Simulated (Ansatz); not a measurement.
# CH5ClOSSi: up Jacob's ladder to CCSD(T)

The task here is to estimate one member of a computed series from the others.

Program: Ansatz 0.2.0, Gaussian basis. Level of theory: functionals in def2-TZVPP, the program's frozen cores in correlated methods. These are calculated values, not measurements.

Plan: PBE-D4, r2SCAN-D4, PBE0-D4, B3LYP-D4, ωB97X-V, ωB97M-V, B2PLYP; CCSD(T)/def2-TZVPP; MP2/def2-QZVPP; extrapolation to the limit.

## Structure used throughout

The geometry comes from an earlier relaxation with PBE0-D4 in a triple-zeta def2 set; it is a stationary point, not always the lowest conformer.

SMILES `CO[SiH](S)Cl`, 10 atoms, charge 0, spin multiplicity 1.

Atoms are counted from 1 here; the program's logs count them from 0.

Bond lengths: C1–O2 1.415 Å, C1–H6 1.090 Å, C1–H7 1.096 Å, C1–H8 1.094 Å, O2–Si3 1.625 Å, Si3–S4 2.111 Å, Si3–Cl5 2.050 Å, Si3–H9 1.480 Å, S4–H10 1.346 Å. Angles: O2–C1–H6 107.9°, O2–C1–H7 111.6°, O2–C1–H8 110.7°, H6–C1–H7 108.7°, H6–C1–H8 109.0°, H7–C1–H8 108.9°, C1–O2–Si3 123.6°, O2–Si3–S4 109.2°, O2–Si3–Cl5 111.5°, O2–Si3–H9 109.5°, S4–Si3–Cl5 106.1°, S4–Si3–H9 113.7°, Cl5–Si3–H9 106.8°, Si3–S4–H10 92.7°.

The first run:

The input, in.yaml:

```yaml
crystal:
  periodic: [false, false, false]
  atoms:
    - {symbol: C, position_ang: [0.050658, -1.661559, -0.075714]}
    - {symbol: O, position_ang: [0.442558, -0.348292, -0.426541]}
    - {symbol: Si, position_ang: [-0.108995, 0.984659, 0.321775]}
    - {symbol: S, position_ang: [0.663205, 2.695175, -0.644715]}
    - {symbol: Cl, position_ang: [0.547998, 1.083871, 2.261375]}
    - {symbol: H, position_ang: [0.374049, -2.332229, -0.872121]}
    - {symbol: H, position_ang: [-1.036521, -1.742560, 0.032858]}
    - {symbol: H, position_ang: [0.523490, -1.968550, 0.861344]}
    - {symbol: H, position_ang: [-1.587747, 0.946342, 0.371237]}
    - {symbol: H, position_ang: [0.131296, 2.343153, -1.829487]}
basis:
  gaussian: {orbitals: def2-TZVPP}
hamiltonian: {xc: pbe, dispersion: d4}
output: {forces: true, orbitals: {seedname: orbitals}}
```

Launch:

```console
$ ansatz run in.yaml --threads 2 --pin off --events-out ev --progress --plain --max-ram 22528MiB --backend cpu
```

Steps of the session up to this table: PBE-D4 (GGA); r2SCAN-D4 (meta-GGA); PBE0-D4 (hybrid); B3LYP-D4 (hybrid); ωB97X-V (range-separated); ωB97M-V (range-separated); B2PLYP (double hybrid); CCSD(T) in def2-TZVPP; MP2 in def2-QZVPP.

One table of the session follows, with a row left open; its other results are not shown here.

```
            method  atomisation energy (kJ/mol)
            PBE-D4                       3588.7
         r2SCAN-D4                       3559.4
           PBE0-D4                       3534.8
          B3LYP-D4                       3525.0
           ωB97X-V                       3565.1
           ωB97M-V                       3566.3
            B2PLYP                       3490.7
     HF/def2-TZVPP                       2580.5
    MP2/def2-TZVPP                       3514.4
   CCSD/def2-TZVPP                       3391.4
CCSD(T)/def2-TZVPP                       3446.3
           MP2/CBS                       3622.7
       CCSD(T)/CBS                            ?
```

Q: Estimate the row for CCSD(T)/CBS from the others.

As computed: atomisation energy (kJ/mol): 3554.6. In the column «atomisation energy (kJ/mol)» it lies between PBE0-D4 (3534.8) and r2SCAN-D4 (3559.4).

Caveats from the session: Free atoms (1 C, 1 O, 1 Si, 1 S, 1 Cl, 5 H) were run apart at each level; the atomisation energy is their sum less the molecule, without zero-point or spin-orbit terms.
